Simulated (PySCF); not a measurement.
# C7H12O2Si: excited states, first hyperpolarisability

Wanted: excited states, first hyperpolarisability for C7H12O2Si (`C[Si](C)(C)Oc1ccco1`).

Computed with PySCF 2.14.0 and routines of our own; the level stands in each step. Atoms count from 0.

## Step 1: The system as given

22 atoms, charge 0, multiplicity 1; geometry from: GFN2-xTB.

## Step 2: Geometry optimisation at PBE0-D3(BJ)/def2-SVP

Job settings and geometry (Å):

```
{"job": {"xc": "PBE0", "basis": "def2-SVP", "d3": "d3bj", "grid": 2, "kind": "geom"}, "charge": 0, "multiplicity": 1}
C     -1.247752    -0.381621     1.852064
Si    -1.225278     0.227134     0.046692
C     -1.519391    -1.234483    -1.140034
C     -2.428232     1.662191    -0.253378
O      0.224598     0.972553    -0.297147
C      1.426962     0.424267    -0.249786
C      2.649910     0.964023    -0.514605
C      3.584074    -0.083995    -0.301190
C      2.864806    -1.169775     0.073011
O      1.541671    -0.869750     0.107453
H     -1.024956     0.426202     2.544142
H     -0.508657    -1.161940     2.011122
H     -2.216721    -0.788008     2.123445
H     -2.499060    -1.676886    -0.990515
H     -0.779968    -2.016381    -0.989829
H     -1.456386    -0.919543    -2.178411
H     -2.369523     2.023354    -1.274910
H     -2.217613     2.500912     0.402039
H     -3.449799     1.347689    -0.071158
H      2.852949     1.968478    -0.819320
H      4.646785    -0.024053    -0.414676
H      3.141170    -2.170979     0.334142
```

Command:

```
> OMP_NUM_THREADS=1 python excited_run.py task.json out
```

One launch serves the whole session: the jobs run in the order shown.

What it wrote:

```text
step   0  E = -712.96726929  max force = 0.031511
step   1  E = -712.97234821  max force = 0.004180
step   2  E = -712.97263747  max force = 0.002401
step   3  E = -712.97260806  max force = 0.004344
step   4  E = -712.97266871  max force = 0.001756
step   5  E = -712.97268766  max force = 0.000352
step   6  E = -712.97268988  max force = 0.000102
optimisation converged
```

Wall time 2.7 min (1 thread of Arm Neoverse V1, shared host); peak memory 1 GiB.

Step by step:

```
step  energy from step 0 (eV)  largest force component (eV/Å)
   0                   0.0000                          1.6204
   1                  -0.1382                          0.2149
   2                  -0.1461                          0.1235
   3                  -0.1453                          0.2234
   4                  -0.1469                          0.0903
   5                  -0.1474                          0.0181
   6                  -0.1475                          0.0052
```

Distances of close pairs at the start and the end, largest changes first:

```
  bond  before (Å)  after (Å)  change (Å)
Si1–O4       1.666      1.714      +0.048
Si1–C2       1.906      1.869      -0.037
C0–Si1       1.905      1.868      -0.037
Si1–C3       1.896      1.865      -0.032
C7–H20       1.070      1.088      +0.018
C3–H18       1.084      1.101      +0.017
C6–H19       1.069      1.086      +0.017
C0–H12       1.085      1.102      +0.017
```

The end geometry stands in the next job.

```
                         at the end point                value
  point group (found at 0.08 Å tolerance)                   Cs
rotational constants (GHz, main isotopes)  2.353, 0.699, 0.652
                        dipole moment (D)                 1.48
```

## Step 3: Excited states: TDA CAM-B3LYP/def2-SVPD

Job settings and geometry (Å):

```
{"job": {"kind": "states", "xc": "CAM-B3LYP", "basis": "def2-SVPD", "tda": true, "soc": true, "nstates": 6, "ntriplets": 5, "nquad": 4}, "charge": 0, "multiplicity": 1}
C     -1.229978    -0.350906     1.839597
Si    -1.260087     0.200941     0.054717
C     -1.488280    -1.232203    -1.122310
C     -2.517026     1.547017    -0.236270
O      0.224538     0.978409    -0.305327
C      1.438969     0.470395    -0.263976
C      2.662868     1.013755    -0.534930
C      3.607408    -0.041095    -0.307451
C      2.893877    -1.130809     0.079554
O      1.564439    -0.822128     0.107447
H     -1.007404     0.497516     2.505181
H     -0.461521    -1.122249     1.996407
H     -2.205537    -0.768900     2.135307
H     -2.475341    -1.700368    -0.979322
H     -0.715491    -1.997846    -0.959252
H     -1.421415    -0.891918    -2.167359
H     -2.477730     1.903358    -1.276955
H     -2.333061     2.406709     0.426034
H     -3.535401     1.176014    -0.040053
H      2.851300     2.034376    -0.854428
H      4.688440     0.011345    -0.420366
H      3.154301    -2.147386     0.357290
```

Method: TDA CAM-B3LYP/def2-SVPD excited states, vertical, gas phase, spin-orbit mean-field couplings.

What it wrote:

```text
coarse grid: 18840 points
cycle   1  E = -713.1212820408  dE =  1.645e+00  |g| = 7.901e-01  |ddm| = 1.052e+01
cycle   2  E = -713.1171908344  dE =  4.091e-03  |g| = 8.579e-01  |ddm| = 3.008e+00
cycle   3  E = -713.2498275130  dE = -1.326e-01  |g| = 9.604e-02  |ddm| = 1.846e+00
cycle   4  E = -713.2513002710  dE = -1.473e-03  |g| = 4.520e-02  |ddm| = 2.525e-01
cycle   5  E = -713.2517534178  dE = -4.531e-04  |g| = 1.186e-02  |ddm| = 1.082e-01
cycle   6  E = -713.2517837124  dE = -3.029e-05  |g| = 2.903e-03  |ddm| = 3.245e-02
cycle   7  E = -713.2517858987  dE = -2.186e-06  |g| = 4.810e-04  |ddm| = 6.677e-03
final grid: 177264 points
cycle   8  E = -713.3809612915  dE = -4.748e-05  |g| = 4.096e-03  |ddm| = 1.522e-01
cycle   9  E = -713.3809619007  dE = -6.092e-07  |g| = 4.026e-03  |ddm| = 1.948e-02
cycle  10  E = -713.3809654383  dE = -3.538e-06  |g| = 6.513e-04  |ddm| = 7.638e-03
cycle  11  E = -713.3809655143  dE = -7.604e-08  |g| = 2.211e-04  |ddm| = 1.634e-03
cycle  12  E = -713.3809655258  dE = -1.144e-08  |g| = 5.117e-05  |ddm| = 5.894e-04
cycle  13  E = -713.3809655264  dE = -5.839e-10  |g| = 1.364e-05  |ddm| = 1.155e-04
converged SCF energy = -713.3809655264

Singlet excitations
state   eV       nm        f     d(h-e)  d(exc)  Lambda  PR(NTO)  |dmu|/D   mu/D   main configurations
  1   5.7055   217.3   0.00201   0.927   4.023   0.217   1.018    3.231    2.047   H->L 0.62, H->L+2 0.21, H->L+3 0.08
  2   6.1490   201.6   0.27626   0.731   2.691   0.737   1.106    2.211    2.978   H->L+1 0.90
  3   6.3433   195.5   0.01106   0.691   4.209   0.263   1.045    3.051    3.239   H->L+2 0.58, H->L+5 0.25, H->L 0.08
  4   6.5832   188.3   0.00761   0.533   4.391   0.239   1.026    1.486    0.663   H->L+3 0.65, H->L+5 0.13, H->L 0.13
  5   6.8358   181.4   0.08192   1.203   3.798   0.434   1.241                     H->L+4 0.53, H->L+9 0.29, H-1->L+1 0.09
  6   7.0422   176.1   0.00076   2.134   4.947   0.263   1.030                     H->L+6 0.21, H->L+5 0.20, H->L 0.14

Triplet excitations (Tamm-Dancoff)
state   eV     d(h-e)  d(exc)  Lambda  PR(NTO)   main configurations
  1   3.8814   0.159   2.342   0.742   1.078   H->L+1 0.90
  2   5.2414   0.238   2.329   0.589   1.477   H->L+9 0.53, H-1->L+1 0.18, H->L+10 0.12
  3   5.6216   0.866   3.902   0.221   1.022   H->L 0.59, H->L+2 0.19, H->L+3 0.10
  4   6.2365   1.033   3.964   0.271   1.053   H->L+2 0.55, H->L+5 0.32
  5   6.4171   0.635   2.551   0.659   1.318   H-1->L+1 0.71, H->L+9 0.11
S1 - T1 = 1.8241 eV

Spin-orbit couplings |<S|Hso|T>| (cm-1)
             T1       T2       T3       T4       T5
S0        0.048    0.108    3.534    2.887    0.023
S1        1.438    0.323    0.079    0.632    0.195
S2        0.009    0.089    1.433    3.202    0.044
S3        2.921    1.286    0.594    0.025    0.598
S4        2.888    3.177    1.355    0.203    0.923
S5        0.064    0.018    1.192    1.110    0.011
S6        4.585    2.504    1.466    2.742    0.235
T1 sublevels (cm-1): 0.000 0.001 0.001   radiative rates (1/s): 0.0296 0.000554 0.000982
```

It took 2.1 min on 1 thread of Arm Neoverse V1, shared host; peak memory 1.5 GiB.

Key values:

```
  quantity    value
S1 less T1  1.82 eV
```

Orbitals, density, ELF and potential are computed afterwards from the orbital file.

Frontier orbitals at CAM-B3LYP/def2-SVPD, with the share of their density that lies nearest to each atom:

```
orbital  energy (eV)                                                                           lies on
   HOMO        -7.07                                          C8 26 %; C5, C6 about 20 % each; O4 14 %
   LUMO         1.06  H12, H13, H18 about 12 % each; 4 H atoms about 8 % each; H11, H14 about 6 % each
```

ELF in a plane through or near 12 of the atoms.

Ten even steps from '0' (0.00) to '9' (1.00):
```
0000000000000000000000000000
0000000000000000000000000000
0000000000000000000000000000
0000000499500000000000000000
0000000899800000001100000000
0000000799800530024410000000
0000100376402881045543100000
0004873627735682272189700000
0009998584737472197799920000
0009996440433564517599900000
0004865873783023702147300000
0000002365467012220000000000
0000005974687001100000000000
0000029994153000000000000000
0000039993000000000000000000
0000006982000000000000000000
0000000000000000000000000000
0000000000000000000000000000
0000000000000000000000000000
0000000000000000000000000000
```
The map spans 14.6 Å across and 10.1 Å up, centred on the molecule. Atoms in the plane (x, y in Å): Si1 (1.3, 0.1), C3 (2.7, 1.3), O4 (-0.1, 1.0), C5 (-1.4, 0.7), C6 (-2.6, 1.4), C7 (-3.6, 0.4), C8 (-3.0, -0.8), O9 (-1.6, -0.7), H18 (3.6, 0.8), H19 (-2.7, 2.4), H20 (-4.7, 0.5), H21 (-3.3, -1.9).

log10 of the density (e/Å³) in the same plane.

Values, 10 rows by 14 columns:
```
-4.0 -4.0 -4.0 -4.0 -4.0 -4.0 -4.0 -4.0 -4.0 -4.0 -4.0 -4.0 -4.0 -4.0
-4.0 -4.0 -4.0 -3.6 -2.7 -2.9 -3.8 -4.0 -3.7 -3.1 -3.3 -4.0 -4.0 -4.0
-4.0 -4.0 -3.5 -2.2 -0.5 -1.1 -2.3 -2.2 -2.2 -1.3 -1.8 -2.7 -4.0 -4.0
-4.0 -3.5 -2.0 -1.4  0.1 -0.3 -0.7 -0.3 -1.2  0.1 -0.5 -1.8 -3.5 -4.0
-4.0 -2.7 -0.5  0.1  0.2  0.3  0.3  0.5 -0.3  0.2  0.2 -1.2 -3.3 -4.0
-4.0 -2.9 -1.1 -0.2  0.2  0.5 -0.3 -0.6  1.4 -0.9 -1.3 -2.1 -3.8 -4.0
-4.0 -4.0 -2.5 -0.8  0.2 -0.1 -0.6 -1.4 -1.0 -1.6 -2.6 -3.6 -4.0 -4.0
-4.0 -4.0 -3.0 -1.3 -0.8 -2.0 -2.3 -2.2 -2.1 -2.4 -3.2 -4.0 -4.0 -4.0
-4.0 -4.0 -4.0 -3.0 -2.7 -3.4 -3.7 -3.4 -3.3 -3.7 -4.0 -4.0 -4.0 -4.0
-4.0 -4.0 -4.0 -4.0 -4.0 -4.0 -4.0 -4.0 -4.0 -4.0 -4.0 -4.0 -4.0 -4.0
```
The map spans 14.6 Å across and 10.1 Å up, centred on the molecule. Atoms in the plane (x, y in Å): Si1 (1.3, 0.1), C3 (2.7, 1.3), O4 (-0.1, 1.0), C5 (-1.4, 0.7), C6 (-2.6, 1.4), C7 (-3.6, 0.4), C8 (-3.0, -0.8), O9 (-1.6, -0.7), H18 (3.6, 0.8), H19 (-2.7, 2.4), H20 (-4.7, 0.5), H21 (-3.3, -1.9).

On the surface of density 0.002 e/bohr³ the electrostatic potential runs, from the 1st to the 99th percentile, from -0.92 V near O4 to 0.91 V near H21.

## Step 4: Excited states: TDDFT CAM-B3LYP/def2-SVPD

The job, as its differences from that of step 3:

```diff
@@ -1,2 +1,2 @@
-{"job": {"kind": "states", "xc": "CAM-B3LYP", "basis": "def2-SVPD", "tda": true, "soc": true, "nstates": 6, "ntriplets": 5, "nquad": 4}, "charge": 0, "multiplicity": 1}
+{"job": {"kind": "states", "xc": "CAM-B3LYP", "basis": "def2-SVPD", "tpa": true, "nstates": 8, "nquad": 6, "ntriplets": 0}, "charge": 0, "multiplicity": 1}
 C     -1.229978    -0.350906     1.839597
```

Method: TDDFT CAM-B3LYP/def2-SVPD excited states, vertical, gas phase, two-photon moments by quadratic response.

What it wrote:

```text
coarse grid: 18840 points
cycle   1  E = -713.1212820408  dE =  1.645e+00  |g| = 7.901e-01  |ddm| = 1.052e+01
cycle   2  E = -713.1171908344  dE =  4.091e-03  |g| = 8.579e-01  |ddm| = 3.008e+00
cycle   3  E = -713.2498275130  dE = -1.326e-01  |g| = 9.604e-02  |ddm| = 1.846e+00
cycle   4  E = -713.2513002710  dE = -1.473e-03  |g| = 4.520e-02  |ddm| = 2.525e-01
cycle   5  E = -713.2517534178  dE = -4.531e-04  |g| = 1.186e-02  |ddm| = 1.082e-01
cycle   6  E = -713.2517837124  dE = -3.029e-05  |g| = 2.903e-03  |ddm| = 3.245e-02
cycle   7  E = -713.2517858987  dE = -2.186e-06  |g| = 4.810e-04  |ddm| = 6.677e-03
final grid: 177264 points
cycle   8  E = -713.3809612915  dE = -4.748e-05  |g| = 4.096e-03  |ddm| = 1.522e-01
cycle   9  E = -713.3809619007  dE = -6.092e-07  |g| = 4.026e-03  |ddm| = 1.948e-02
cycle  10  E = -713.3809654383  dE = -3.538e-06  |g| = 6.513e-04  |ddm| = 7.638e-03
cycle  11  E = -713.3809655143  dE = -7.604e-08  |g| = 2.211e-04  |ddm| = 1.634e-03
cycle  12  E = -713.3809655258  dE = -1.144e-08  |g| = 5.117e-05  |ddm| = 5.894e-04
cycle  13  E = -713.3809655264  dE = -5.839e-10  |g| = 1.364e-05  |ddm| = 1.155e-04
converged SCF energy = -713.3809655264

Singlet excitations
state   eV       nm        f     d(h-e)  d(exc)  Lambda  PR(NTO)  |dmu|/D   mu/D   delta(TPA)   sigma/GM   main configurations
  1   5.7020   217.4   0.00195   0.931   4.023   0.217   1.019    3.240    2.064       28.04      0.334   H->L 0.62, H->L+2 0.21, H->L+3 0.08
  2   5.8469   212.1   0.20254   0.618   2.647   0.737   1.147    1.838    2.665       42.80      0.536   H->L+1 0.95
  3   6.3384   195.6   0.01037   0.714   4.200   0.263   1.045    3.155    3.352       47.13      0.694   H->L+2 0.58, H->L+5 0.26
  4   6.5808   188.4   0.00689   0.545   4.403   0.239   1.026    1.529    0.680        3.64      0.058   H->L+3 0.65, H->L 0.13, H->L+5 0.12
  5   6.7708   183.1   0.07737   0.867   3.586   0.459   1.305    3.350    2.402      117.86      1.979   H->L+4 0.46, H->L+9 0.37, H-1->L+1 0.09
  6   7.0365   176.2   0.00057   2.135   4.940   0.263   1.031    8.194    7.274        6.24      0.113   H->L+6 0.21, H->L+5 0.20, H->L 0.14
  7   7.1854   172.6   0.00671   0.073   3.996   0.275   1.067                                            H->L+7 0.41, H->L+8 0.32, H->L+5 0.10
  8   7.2170   171.8   0.00326   1.562   4.067   0.454   1.491                                            H->L+4 0.40, H->L+9 0.20, H-1->L+1 0.18
```

It took 2.4 min on 1 thread of Arm Neoverse V1, shared host; peak memory 1.5 GiB.

## Step 5: First hyperpolarisability: quadratic response CAM-B3LYP/def2-SVPD

The job, as its differences from that of step 4:

```diff
@@ -1,2 +1,2 @@
-{"job": {"kind": "states", "xc": "CAM-B3LYP", "basis": "def2-SVPD", "tpa": true, "nstates": 8, "nquad": 6, "ntriplets": 0}, "charge": 0, "multiplicity": 1}
+{"job": {"kind": "beta", "xc": "CAM-B3LYP", "basis": "def2-SVPD"}, "charge": 0, "multiplicity": 1}
 C     -1.229978    -0.350906     1.839597
```

With the program's defaults for keys left out, this is: quadratic response CAM-B3LYP/def2-SVPD first hyperpolarisability, Taylor convention, gas phase.

What it wrote:

```text
coarse grid: 18840 points
cycle   1  E = -713.1212820408  dE =  1.645e+00  |g| = 7.901e-01  |ddm| = 1.052e+01
cycle   2  E = -713.1171908344  dE =  4.091e-03  |g| = 8.579e-01  |ddm| = 3.008e+00
cycle   3  E = -713.2498275130  dE = -1.326e-01  |g| = 9.604e-02  |ddm| = 1.846e+00
cycle   4  E = -713.2513002710  dE = -1.473e-03  |g| = 4.520e-02  |ddm| = 2.525e-01
cycle   5  E = -713.2517534178  dE = -4.531e-04  |g| = 1.186e-02  |ddm| = 1.082e-01
cycle   6  E = -713.2517837124  dE = -3.029e-05  |g| = 2.903e-03  |ddm| = 3.245e-02
cycle   7  E = -713.2517858987  dE = -2.186e-06  |g| = 4.810e-04  |ddm| = 6.677e-03
final grid: 177264 points
cycle   8  E = -713.3809612915  dE = -4.748e-05  |g| = 4.096e-03  |ddm| = 1.522e-01
cycle   9  E = -713.3809619007  dE = -6.092e-07  |g| = 4.026e-03  |ddm| = 1.948e-02
cycle  10  E = -713.3809654383  dE = -3.538e-06  |g| = 6.513e-04  |ddm| = 7.638e-03
cycle  11  E = -713.3809655143  dE = -7.604e-08  |g| = 2.211e-04  |ddm| = 1.634e-03
cycle  12  E = -713.3809655258  dE = -1.144e-08  |g| = 5.117e-05  |ddm| = 5.894e-04
cycle  13  E = -713.3809655264  dE = -5.839e-10  |g| = 1.364e-05  |ddm| = 1.155e-04
converged SCF energy = -713.3809655264

Lowest singlets (eV, f): 5.7020 0.0019  5.8469 0.2026  6.3384 0.0104

First hyperpolarisability (au)
process     nm      |vector|   parallel      HRS      DR
static         -      142.04      14.26      59.98   4.693
shg       1907.0      149.92      14.87      63.07   4.763
eope      1907.0      144.58      14.46          -       -
shg       1064.0      170.69      16.48      71.25   4.919
eope      1064.0      150.50      14.92          -       -
```

It took 2 min on 1 thread of Arm Neoverse V1, shared host; peak memory 1.5 GiB.

## Step 6: Results

```
                                                 quantity                                                value
                                              point group                                                   Cs
                     rotational constants (main isotopes)                                 2.35, 0.70, 0.65 GHz
             S1 less T1 (step 3, TDA CAM-B3LYP/def2-SVPD)                                              1.82 eV
                    surface potential, 1st and 99th percentile                                   -0.92 V and 0.91 V
β vector (step 5, quadratic response CAM-B3LYP/def2-SVPD)  static 142, SHG 1907.0 nm 150, SHG 1064.0 nm 171 au
```

Over 6 steps the energy fell by 0.148 eV; of the close pairs, Si1–O4 changed most, 1.666 to 1.714 Å. No frequency check was run at this level, so the end point may be a saddle. In step 3, the number of triplets below S1 is 3, and the largest singlet-triplet spin-orbit coupling is S6–T1, 4.58 cm⁻¹. β grows from 142 au (static) to 171 au for doubling at 1064.0 nm: normal dispersion, which grows as twice the photon energy moves toward the bright states.
